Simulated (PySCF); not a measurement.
# C3HCl2FO: magnetic properties

Aim: compute the magnetic properties of C3HCl2FO (`O=C(Cl)/C=C(/F)Cl`).

Computed with PySCF 2.14.0 and routines of our own; the level stands in each step. Atoms count from 0.

## (1) The system as given

8 atoms, charge 0, multiplicity 1; geometry from: GFN2-xTB.

## (2) Magnetic properties: GIAO PBE/pcSseg-1

The job: settings as JSON, then the geometry in Å.

```
{"job": {"kind": "mag", "xc": "PBE", "basis": "pcSseg-1", "isotopologues": 2}, "charge": 0, "multiplicity": 1}
O      1.642546     1.056330    -0.341618
C      1.156210    -0.024934    -0.432304
Cl     2.087635    -1.367042    -1.104492
C     -0.177209    -0.458446    -0.053031
C     -1.082858     0.370607     0.484925
F     -2.287289    -0.089397     0.811120
Cl    -0.883941     2.013028     0.822166
H     -0.446036    -1.490734    -0.211332
```

Method: GIAO PBE/pcSseg-1 magnetisability, rotational g tensor and spin-rotation constants, non-relativistic, gas phase.

Started as:

```
$ OMP_NUM_THREADS=1 python excited_run.py task.json out
```

The driver reads the jobs from task.json and runs them one after another.

The log of the run:

```text
coarse grid: 9304 points
cycle   1  E = -1209.3691832735  dE =  1.191e+00  |g| = 9.795e-01  |ddm| = 2.946e+00
cycle   2  E = -1207.6173900191  dE =  1.752e+00  |g| = 2.880e+00  |ddm| = 3.710e+00
cycle   3  E = -1209.4987547085  dE = -1.881e+00  |g| = 4.915e-01  |ddm| = 3.401e+00
cycle   4  E = -1209.5443537197  dE = -4.560e-02  |g| = 2.382e-01  |ddm| = 7.133e-01
cycle   5  E = -1209.5549283027  dE = -1.057e-02  |g| = 7.515e-02  |ddm| = 2.312e-01
cycle   6  E = -1209.5560316265  dE = -1.103e-03  |g| = 3.830e-02  |ddm| = 8.493e-02
cycle   7  E = -1209.5563432543  dE = -3.116e-04  |g| = 1.236e-02  |ddm| = 3.862e-02
cycle   8  E = -1209.5563771868  dE = -3.393e-05  |g| = 4.433e-03  |ddm| = 1.406e-02
cycle   9  E = -1209.5563816072  dE = -4.420e-06  |g| = 7.806e-04  |ddm| = 4.687e-03
final grid: 85304 points
cycle  10  E = -1209.6317998265  dE =  1.382e-05  |g| = 1.996e-02  |ddm| = 2.972e-02
cycle  11  E = -1209.6311811605  dE =  6.187e-04  |g| = 5.984e-02  |ddm| = 5.586e-02
cycle  12  E = -1209.6318668867  dE = -6.857e-04  |g| = 5.163e-03  |ddm| = 4.705e-02
cycle  13  E = -1209.6318723173  dE = -5.431e-06  |g| = 1.756e-03  |ddm| = 6.239e-03
cycle  14  E = -1209.6318728337  dE = -5.165e-07  |g| = 3.203e-04  |ddm| = 1.848e-03
cycle  15  E = -1209.6318728535  dE = -1.975e-08  |g| = 1.721e-04  |ddm| = 4.542e-04
cycle  16  E = -1209.6318728614  dE = -7.881e-09  |g| = 2.531e-05  |ddm| = 1.600e-04
cycle  17  E = -1209.6318728615  dE = -1.228e-10  |g| = 8.517e-06  |ddm| = 3.252e-05
converged SCF energy = -1209.6318728615

Magnetisability tensor (1e-30 J/T^2)
    -1007.68       81.19      -14.93
       81.19     -984.13        0.04
      -14.93        0.04    -1098.06
isotropic -1029.96   principal values   -1103.56  -1072.96   -913.35
isotropic susceptibility -62.025 1e-6 cm^3/mol

Inertial axes            a          b          c
rot. const./GHz      3.8055     0.9625     0.7682
chi total           -64.396    -55.223    -66.458
chi diamagnetic    -373.912  -1175.624  -1457.930
chi paramagnetic    309.516   1120.401   1391.472
quadrupole/D A       -1.808     -0.168      1.976
g nuclear            0.5024     0.4892     0.4919
g electronic        -0.5534    -0.5067    -0.5022
g total             -0.0509    -0.0175    -0.0103

Spin-rotation constants (kHz, H = +C I.J)
atom  isotope        aa         bb         cc
  2   35Cl        0.726      0.598      0.396
  5    19F        8.398      1.504      0.948
  6   35Cl        1.476      0.251      0.262
  7     1H       -0.336      0.080     -0.095
  0    17O*      -2.194     -0.797     -0.080
  1    13C*       2.041      0.293      0.222
  3    13C*       1.024      0.385      0.150
  4    13C*       1.321      0.482      0.227
* in the singly substituted isotopologue

Isotopologues: g along a, b, c
18O   at 0                 -0.0492    -0.0174    -0.0102
13C   at 1                 -0.0508    -0.0174    -0.0103
```

It took 23 s on 1 thread of Arm Neoverse V1, shared host; peak memory 0.54 GiB.

From this job:

| quantity | value |
| --- | --- |
| magnetisability | -1030·10⁻³⁰ J/T² |
| molar susceptibility | -62.0·10⁻⁶ cm³/mol |
| rotational g (a, b, c) | -0.0509, -0.0175, -0.0103 |

The fields below are evaluated on a grid from the run's orbitals.

Frontier orbitals at PBE/pcSseg-1, with the share of their density that lies nearest to each atom:

| orbital | energy (eV) | lies on |
| --- | --- | --- |
| HOMO | -7.08 | O0 60 %; Cl2 26 % |
| LUMO | -3.32 | C4 30 %; C1 21 %; O0 17 % |

ELF in a plane through or near 8 of the atoms.

Ten even steps from '0' (0.00) to '9' (1.00):
```
0000000000000000000000000000
0000000000000000000000000000
0000000000000000000000000000
0000000000001220000000000000
0000012330008993000100000000
0000136762029996004541000000
0001468885039996017875100000
0002675686018984127357310000
0014874626135237547478410000
0015882347578328245665200000
0015898777338646235100000000
0003676325324202688542100000
0001330016786102752688530000
0000000268348305826188630000
0000000479888306962587420000
0000000357886104887764200000
0000000013332002555321000000
0000000000000000111000000000
0000000000000000000000000000
0000000000000000000000000000
```
The map spans 10.6 Å across and 8.4 Å up, centred on the molecule. Atoms in the plane (x, y in Å): O0 (-1.2, -1.6), C1 (-1.2, -0.4), Cl2 (-2.7, 0.5), C3 (0.0, 0.5), C4 (1.2, 0.0), F5 (2.3, 0.9), Cl6 (1.8, -1.6), H7 (-0.2, 1.6).

On the surface of density 0.002 e/bohr³ the electrostatic potential runs, from the 1st to the 99th percentile, from -1.19 V near O0 to 1.40 V near H7.

## (3) Magnetic properties: GIAO wB97X/pcSseg-1

The job, as its differences from that of step 2:

```diff
@@ -1,2 +1,2 @@
-{"job": {"kind": "mag", "xc": "PBE", "basis": "pcSseg-1", "isotopologues": 2}, "charge": 0, "multiplicity": 1}
+{"job": {"kind": "mag", "xc": "wB97X", "basis": "pcSseg-1"}, "charge": 0, "multiplicity": 1}
 O      1.642546     1.056330    -0.341618
```

With the program's defaults for keys left out, this is: GIAO wB97X/pcSseg-1 magnetisability, rotational g tensor and spin-rotation constants, non-relativistic, gas phase.

The log of the run:

```text
coarse grid: 9304 points
cycle   1  E = -1209.8737481526  dE =  1.547e+00  |g| = 1.109e+00  |ddm| = 2.792e+00
cycle   2  E = -1209.6806412774  dE =  1.931e-01  |g| = 1.605e+00  |ddm| = 2.001e+00
cycle   3  E = -1210.1409781836  dE = -4.603e-01  |g| = 1.506e-01  |ddm| = 1.205e+00
cycle   4  E = -1210.1452153975  dE = -4.237e-03  |g| = 7.115e-02  |ddm| = 1.756e-01
cycle   5  E = -1210.1463070614  dE = -1.092e-03  |g| = 1.657e-02  |ddm| = 6.633e-02
cycle   6  E = -1210.1463979988  dE = -9.094e-05  |g| = 7.974e-03  |ddm| = 2.481e-02
cycle   7  E = -1210.1464238829  dE = -2.588e-05  |g| = 1.943e-03  |ddm| = 1.503e-02
cycle   8  E = -1210.1464272168  dE = -3.334e-06  |g| = 9.274e-04  |ddm| = 6.548e-03
final grid: 85304 points
cycle   9  E = -1210.2184031198  dE = -1.040e-04  |g| = 8.150e-03  |ddm| = 3.407e-02
cycle  10  E = -1210.2184039077  dE = -7.879e-07  |g| = 8.371e-03  |ddm| = 1.355e-02
cycle  11  E = -1210.2184148651  dE = -1.096e-05  |g| = 1.426e-03  |ddm| = 5.750e-03
cycle  12  E = -1210.2184152039  dE = -3.388e-07  |g| = 4.013e-04  |ddm| = 1.501e-03
cycle  13  E = -1210.2184152511  dE = -4.712e-08  |g| = 2.096e-04  |ddm| = 5.203e-04
cycle  14  E = -1210.2184152633  dE = -1.222e-08  |g| = 6.607e-05  |ddm| = 2.600e-04
cycle  15  E = -1210.2184152656  dE = -2.323e-09  |g| = 2.254e-05  |ddm| = 1.602e-04
cycle  16  E = -1210.2184152659  dE = -2.963e-10  |g| = 6.717e-06  |ddm| = 5.793e-05
converged SCF energy = -1210.2184152659

Magnetisability tensor (1e-30 J/T^2)
    -1038.51       85.19      -16.34
       85.19    -1006.90        2.20
      -16.34        2.20    -1134.44
isotropic -1059.95   principal values   -1140.99  -1103.19   -935.68
isotropic susceptibility -63.832 1e-6 cm^3/mol

Inertial axes            a          b          c
rot. const./GHz      3.8055     0.9625     0.7682
chi total           -66.266    -56.518    -68.712
chi diamagnetic    -374.626  -1176.377  -1459.163
chi paramagnetic    308.360   1119.860   1390.451
quadrupole/D A       -2.124     -0.418      2.542
g nuclear            0.5024     0.4892     0.4919
g electronic        -0.5513    -0.5064    -0.5018
g total             -0.0488    -0.0172    -0.0100

Spin-rotation constants (kHz, H = +C I.J)
atom  isotope        aa         bb         cc
  2   35Cl        0.491      0.557      0.380
  5    19F        7.204      1.240      0.837
  6   35Cl        1.311      0.210      0.253
  7     1H       -0.346      0.081     -0.097
  0    17O*      -2.265     -0.847     -0.061
  1    13C*       2.089      0.280      0.204
  3    13C*       0.963      0.391      0.139
  4    13C*       1.273      0.504      0.209
* in the singly substituted isotopologue
```

Run time: 21 s. Hardware: 1 thread of Arm Neoverse V1, shared host; peak memory 0.72 GiB.

Key values:

| quantity | value |
| --- | --- |
| magnetisability | -1060·10⁻³⁰ J/T² |
| molar susceptibility | -63.8·10⁻⁶ cm³/mol |
| rotational g (a, b, c) | -0.0488, -0.0172, -0.0100 |

## (4) Magnetic properties side by side

| level | ξ (10⁻³⁰ J/T²) | g(a) | g(b) | gap (eV) | functions | time |
| --- | --- | --- | --- | --- | --- | --- |
| GIAO PBE/pcSseg-1 | -1030 | -0.0509 | -0.0175 | 3.76 | 138 | 23 s |
| GIAO wB97X/pcSseg-1 | -1060 | -0.0488 | -0.0172 | 10.53 | 138 | 21 s |

## (5) Outcome

```
                                          quantity                      value
       magnetisability (step 2, GIAO PBE/pcSseg-1)           -1030·10⁻³⁰ J/T²
  molar susceptibility (step 2, GIAO PBE/pcSseg-1)         -62.0·10⁻⁶ cm³/mol
rotational g (a, b, c) (step 2, GIAO PBE/pcSseg-1)  -0.0509, -0.0175, -0.0103
             surface potential, 1st and 99th percentile         -1.19 V and 1.40 V
                   magnetisability over the levels  -1060 to -1030·10⁻³⁰ J/T²
```

**Reading.** By nearest atom (PBE/pcSseg-1), the HOMO sits on O0 60 %; Cl2 26 % and the LUMO on C4 30 %; C1 21 %. The magnetisability spreads by 2.9 % over 2 levels of like cost. Two levels can agree by chance, so this spread shows no convergence. Vibrational averaging and real surroundings are missing from these values.
